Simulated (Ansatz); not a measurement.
Crystal: HPbNO4.

```
CELL_PARAMETERS angstrom
4.27531 -0.00040 0.00636
-2.08399 5.20775 -0.04907
-2.12377 -1.86574 4.91491
ATOMIC_POSITIONS crystal
H 0.99073 0.03330 0.90994
Pb 0.50274 0.81989 0.14287
N 0.00838 0.47408 0.50265
O 0.99816 0.92741 0.02877
O 0.19467 0.73435 0.60852
O 0.81673 0.35882 0.24556
O 0.01381 0.33121 0.65217
```

The cell was built by a generator and needn't be a form met in nature.

Base run:

| Quantity | Value |
| --- | --- |
| Program | Ansatz 0.2.0 |
| Functional | PBEsol |
| Potentials or basis | all-electron LAPW, scalar-relativistic |
| Cutoff | 735 eV (chosen from the basis error) |
| Basis error allowed | 0.002 eV/atom |
| k mesh | 6 × 4 × 4 |
| Occupations | fermi-dirac, width 0.05 eV |
| Spin | no spin polarisation |

Its results: band gap on the k mesh 2.88 eV, indirect (least direct gap 3.20 eV); pressure -2.5 GPa; largest force 0.448 eV/Å.

**Question.** The run is repeated on the same cell with these changes: functional from PBEsol to PBE. What comes out?

**Answer.** Band gap on the k mesh 2.87 eV, indirect (least direct gap 3.18 eV); pressure -0.1 GPa; largest force 0.050 eV/Å.

PBE binds less tightly than PBEsol, so the same cell stands under more pressure.

Caveats: spin-orbit coupling is left out, which as a rule narrows the gap of such compounds by several tenths of an eV.

A k mesh can miss the band edges.
